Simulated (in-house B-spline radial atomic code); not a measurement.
# Re⁴⁺: excited configurations in jj coupling

Aim: the energies of several excited configurations of Re⁴⁺ above a reference configuration, each from its own self-consistent run.

Program: in-house B-spline radial atomic code version 1. Level of theory: Dirac-Hartree-Fock, average of configuration, Fermi nucleus, basis-set limit. These are calculated values, not measurements, unless marked.

### Step 1. What is computed

* element: rhenium (Z = 75)
* charge: +4
* electrons: 71
* configuration: 1s2 2s2 2p6 3s2 3p6 3d10 4s2 4p6 4d10 4f14 5s2 5p6 5d-3
* Hamiltonian: Dirac-Coulomb
* nucleus: Fermi, rms radius 5.370 fm

In configurations, a minus sign after the shell means j = l − 1/2 and a plus sign j = l + 1/2; the count of electrons follows.

Settings, as recorded:

```ini
Z = 75
electrons = 71.0
configuration = 1s2 2s2 2p6 3s2 3p6 3d10 4s2 4p6 4d10 4f14 5s2 5p6 5d-3
hamiltonian = dirac
method = hf
spin_polarised = False
nucleus = fermi
rms_radius = 5.3698
mass_number = 187
atomic_mass = 186.955752217
speed_of_light = 137.035999084
```

This reference run was done before. Its total energy is -16704.525813 hartree, and its levels are (the highest eight at most):

| orbital | occupation | energy (eV) | <r> (bohr) |
| --- | --- | --- | --- |
| 4d3/2 | 4 | -344.26 | 0.4934 |
| 4d5/2 | 6 | -329.56 | 0.5049 |
| 5s1/2 | 2 | -144.70 | 1.043 |
| 5p1/2 | 2 | -111.15 | 1.137 |
| 4f5/2 | 6 | -106.51 | 0.5691 |
| 4f7/2 | 8 | -103.51 | 0.5736 |
| 5p3/2 | 4 | -95.944 | 1.216 |
| 5d3/2 | 3 | -52.783 | 1.575 |

### Step 2. Run with 1s2 2s2 2p6 3s2 3p6 3d10 4s2 4p6 4d10 4f-6 4f+7 5s2 5p6 5d-3 5f+1

Settings, as recorded:

```ini
Z = 75
electrons = 71.0
configuration = 1s2 2s2 2p6 3s2 3p6 3d10 4s2 4p6 4d10 4f-6 4f+7 5s2 5p6 5d-3 5f+1
hamiltonian = dirac
method = hf
spin_polarised = False
nucleus = fermi
rms_radius = 5.3698
mass_number = 187
atomic_mass = 186.955752217
speed_of_light = 137.035999084
```

### Step 3. Run with 1s2 2s2 2p6 3s2 3p6 3d10 4s2 4p6 4d10 4f14 5s2 5p-1 5p+4 5d-1 5d+2 6s1

Settings, as recorded:

```ini
Z = 75
electrons = 71.0
configuration = 1s2 2s2 2p6 3s2 3p6 3d10 4s2 4p6 4d10 4f14 5s2 5p-1 5p+4 5d-1 5d+2 6s1
hamiltonian = dirac
method = hf
spin_polarised = False
nucleus = fermi
rms_radius = 5.3698
mass_number = 187
atomic_mass = 186.955752217
speed_of_light = 137.035999084
```

### Step 4. 1s2 2s2 2p6 3s2 3p6 3d10 4s2 4p6 4d10 4f14 5s2 5p6 5d-1 5d+1 9f+1

Settings, as recorded:

```ini
Z = 75
electrons = 71.0
configuration = 1s2 2s2 2p6 3s2 3p6 3d10 4s2 4p6 4d10 4f14 5s2 5p6 5d-1 5d+1 9f+1
hamiltonian = dirac
method = hf
spin_polarised = False
nucleus = fermi
rms_radius = 5.3698
mass_number = 187
atomic_mass = 186.955752217
speed_of_light = 137.035999084
```

### Step 5. Run with 1s2 2s2 2p6 3s2 3p6 3d10 4s2 4p6 4d10 4f-6 4f+7 5s2 5p6 5d-3 9d+1

Settings, as recorded:

```ini
Z = 75
electrons = 71.0
configuration = 1s2 2s2 2p6 3s2 3p6 3d10 4s2 4p6 4d10 4f-6 4f+7 5s2 5p6 5d-3 9d+1
hamiltonian = dirac
method = hf
spin_polarised = False
nucleus = fermi
rms_radius = 5.3698
mass_number = 187
atomic_mass = 186.955752217
speed_of_light = 137.035999084
```

### Step 6. Run with 1s2 2s2 2p6 3s2 3p6 3d10 4s2 4p6 4d10 4f14 5s2 5p-2 5p+3 5d-3 7g+1

Settings, as recorded:

```ini
Z = 75
electrons = 71.0
configuration = 1s2 2s2 2p6 3s2 3p6 3d10 4s2 4p6 4d10 4f14 5s2 5p-2 5p+3 5d-3 7g+1
hamiltonian = dirac
method = hf
spin_polarised = False
nucleus = fermi
rms_radius = 5.3698
mass_number = 187
atomic_mass = 186.955752217
speed_of_light = 137.035999084
```

### Step 7. 1s2 2s2 2p6 3s2 3p6 3d10 4s2 4p6 4d10 4f14 5s2 5p-2 5p+3 5d-2 5d+1 9d-1

Settings, as recorded:

```ini
Z = 75
electrons = 71.0
configuration = 1s2 2s2 2p6 3s2 3p6 3d10 4s2 4p6 4d10 4f14 5s2 5p-2 5p+3 5d-2 5d+1 9d-1
hamiltonian = dirac
method = hf
spin_polarised = False
nucleus = fermi
rms_radius = 5.3698
mass_number = 187
atomic_mass = 186.955752217
speed_of_light = 137.035999084
```

How far above the reference does each configuration lie (order and size, in eV)?

The runs gave:

| net move | configuration | energy above the reference (eV) | with Breit, QED, recoil (eV) | largest <r> (bohr) |
| --- | --- | --- | --- | --- |
| 2×5d3/2 → 5d5/2, 9f7/2 | 1s2 2s2 2p6 3s2 3p6 3d10 4s2 4p6 4d10 4f14 5s2 5p6 5d-1 5d+1 9f+1 | 48.083 | 48.062 | 17.5 |
| 2×5d3/2, 5p1/2 → 2×5d5/2, 6s | 1s2 2s2 2p6 3s2 3p6 3d10 4s2 4p6 4d10 4f14 5s2 5p-1 5p+4 5d-1 5d+2 6s1 | 65.444 | 65.241 | 2.39 |
| 4f7/2 → 5f7/2 | 1s2 2s2 2p6 3s2 3p6 3d10 4s2 4p6 4d10 4f-6 4f+7 5s2 5p6 5d-3 5f+1 | 73.392 | 73.647 | 3.32 |
| 5p3/2 → 7g9/2 | 1s2 2s2 2p6 3s2 3p6 3d10 4s2 4p6 4d10 4f14 5s2 5p-2 5p+3 5d-3 7g+1 | 87.584 | 87.491 | 12.6 |
| 4f7/2 → 9d5/2 | 1s2 2s2 2p6 3s2 3p6 3d10 4s2 4p6 4d10 4f-6 4f+7 5s2 5p6 5d-3 9d+1 | 88.187 | 88.448 | 13.4 |
| 5d3/2, 5p3/2 → 5d5/2, 9d3/2 | 1s2 2s2 2p6 3s2 3p6 3d10 4s2 4p6 4d10 4f14 5s2 5p-2 5p+3 5d-2 5d+1 9d-1 | 89.472 | 89.358 | 13.3 |

**Reading.** The energies run from 48.083 eV (2×5d3/2 → 5d5/2, 9f7/2) to 89.472 eV (5d3/2, 5p3/2 → 5d5/2, 9d3/2). Koopmans' estimate of the ionisation threshold is 52.783 eV; 5 configurations exceed it by over 2 % and could autoionise. Two partly filled shells share a symmetry and can mix in the average, which may lower the energy, for: 4f7/2 → 5f7/2; 5d3/2, 5p3/2 → 5d5/2, 9d3/2. These are averages over configurations, without correlation, not spectroscopic levels.
